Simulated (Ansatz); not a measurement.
# ClFH₃SbSi: one species, many methods

One table from this session's results is given with a row withheld; the runs are named, their logs left out.

The runs use Ansatz 0.2.0, Gaussian basis; functionals in def2-TZVPP, the program's frozen cores in correlated methods.

Levels to be run: LDA (SPW92), PBE-D4, revPBE-D4, BLYP-D4, r2SCAN-D4, B97M-V, PBE0-D4, B3LYP-D4, r2SCANh-D4, r2SCAN0-D4, HSE06-D4, BHLYP-D4, CAM-B3LYP-D4, LC-ωPBE, ωB97X-V, ωB97M-V, B2PLYP, PBE-QIDH; CCSD(T)/def2-SVP; CCSD(T)/def2-TZVPP; MP2/def2-QZVPP; extrapolation to the limit; RPA on PBE.

## Structure used throughout

All runs share one geometry, relaxed beforehand with PBE0-D4 in a triple-zeta def2 set. Sb takes the def2 core potential; no spin-orbit term is included.

SMILES `[F][Sb]([SiH3])[Cl]`, 7 atoms, charge 0, spin multiplicity 1.

Atoms are counted from 1 here; the program's logs count them from 0.

Bond lengths: F1–Sb2 1.919 Å, Sb2–Si3 2.605 Å, Sb2–Cl4 2.349 Å, Si3–H5 1.483 Å, Si3–H6 1.486 Å, Si3–H7 1.487 Å. Angles: F1–Sb2–Si3 92.3°, F1–Sb2–Cl4 97.1°, Si3–Sb2–Cl4 91.4°, Sb2–Si3–H5 107.9°, Sb2–Si3–H6 108.1°, Sb2–Si3–H7 109.7°, H5–Si3–H6 110.9°, H5–Si3–H7 110.8°, H6–Si3–H7 109.4°.

Set-up of the first run:

Contents of in.yaml:

```yaml
crystal:
  periodic: [false, false, false]
  atoms:
    - {symbol: F, position_ang: [-1.348001, -2.030534, -0.323596]}
    - {symbol: Sb, position_ang: [-1.298659, -0.593577, 0.947207]}
    - {symbol: Si, position_ang: [0.333215, 0.798382, -0.531440]}
    - {symbol: Cl, position_ang: [0.482296, -1.411488, 2.242242]}
    - {symbol: H, position_ang: [1.412300, -0.106043, -0.995574]}
    - {symbol: H, position_ang: [0.885020, 1.899170, 0.301297]}
    - {symbol: H, position_ang: [-0.404872, 1.375992, -1.685935]}
basis:
  gaussian: {orbitals: def2-TZVPP}
hamiltonian: {xc: lda}
output: {orbitals: {seedname: orbitals}}
```

Command:

```
$ ansatz run in.yaml --threads 4 --pin off --events-out ev --progress --plain --max-ram 10444MiB
```

Steps of the session up to this table: LDA; PBE-D4 (GGA); revPBE-D4 (GGA); BLYP-D4 (GGA); r2SCAN-D4 (meta-GGA); B97M-V (meta-GGA); PBE0-D4 (hybrid); B3LYP-D4 (hybrid); r2SCANh-D4 (hybrid); r2SCAN0-D4 (hybrid); HSE06-D4 (hybrid); BHLYP-D4 (hybrid); CAM-B3LYP-D4 (range-separated); LC-ωPBE (range-separated); ωB97X-V (range-separated); ωB97M-V (range-separated); B2PLYP (double hybrid); PBE-QIDH (double hybrid).

One table of the session follows, with a row left open; its other results are not shown here.

It belongs to the step «Frontier levels by functional». 

```
  functional  HOMO (eV)  LUMO (eV)  gap (eV)
 LDA (SPW92)      -6.44      -2.88      3.55
      PBE-D4      -6.28      -2.64      3.65
   revPBE-D4      -6.23      -2.53      3.69
     BLYP-D4      -6.14      -2.52      3.62
   r2SCAN-D4      -6.54      -2.48      4.07
      B97M-V      -6.59      -2.51      4.08
     PBE0-D4      -7.35      -1.87      5.48
    B3LYP-D4          ?          ?         ?
  r2SCANh-D4      -6.93      -2.20      4.74
  r2SCAN0-D4      -7.52      -1.78      5.74
    HSE06-D4      -6.97      -2.24      4.73
    BHLYP-D4      -8.29      -1.04      7.25
CAM-B3LYP-D4      -8.55      -0.87      7.68
     LC-ωPBE      -9.78       0.25     10.02
     ωB97X-V      -9.48       0.14      9.61
     ωB97M-V      -9.32      -0.04      9.28
```

Estimate the missing values for B3LYP-D4.

Worked estimate for «HOMO (eV)». Against the share of exact exchange, BLYP-D4 (0, -6.14), BHLYP-D4 (0.5, -8.29) give a slope of -4.30 per unit share; at 0.2 the line stands at -7.00.

As computed: HOMO (eV): -7.16; LUMO (eV): -2.08; gap (eV): 5.08. In «HOMO (eV)» the line misses by +0.16.
